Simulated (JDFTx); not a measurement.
Runs of JDFTx 1.7.0 (patched build) on Cl2Si. The cell holds a molecule in a box, 3 atoms: a = 11.000 Å, b = 13.000 Å, c = 10.000 Å, α = 90.00°, β = 90.00°, γ = 90.00°. 

```csv
task,liquid model,variant of the liquid model,solvent,SCF threshold on the energy,start,largest force (eV/Å)
solvation,LinearPCM,SCCS_g09beta,H2O,1e-06 Ha,saved state of an earlier run,1.02
solvation,LinearPCM,SCCS_g09,H2O,1e-06 Ha,saved state of an earlier run,1.02
solvation,LinearPCM,CANDLE,H2O,1e-06 Ha,saved state of an earlier run,(a)
solvation,NonlinearPCM,GLSSA13,H2O,1e-06 Ha,saved state of an earlier run,1.18
single point,-,-,-,1e-07 Ha,-,0.76
```

Alike in all rows: level BLYP; potentials or basis PseudoDojo-SR-PBE-0.5-standard with smoothed tails; no spin polarisation; cell as given; k mesh 1 × 1 × 1; cutoff (eV) 789; smearing fixed.

Question: Estimate the missing entries.

Answer: (a) 1.14.

Caveats: forces may be off by hundredths of an eV/Å; the cores' own exchange energy is taken off the total, which shifts forces and pressure where cores overlap; the potentials were made for another functional, which shifts forces and pressure; forces in the liquid are good to some per cent (some runs); the liquid is a continuum model, checked here against plausible ranges alone (some runs).

Runs at the PBE level aren't shown here.
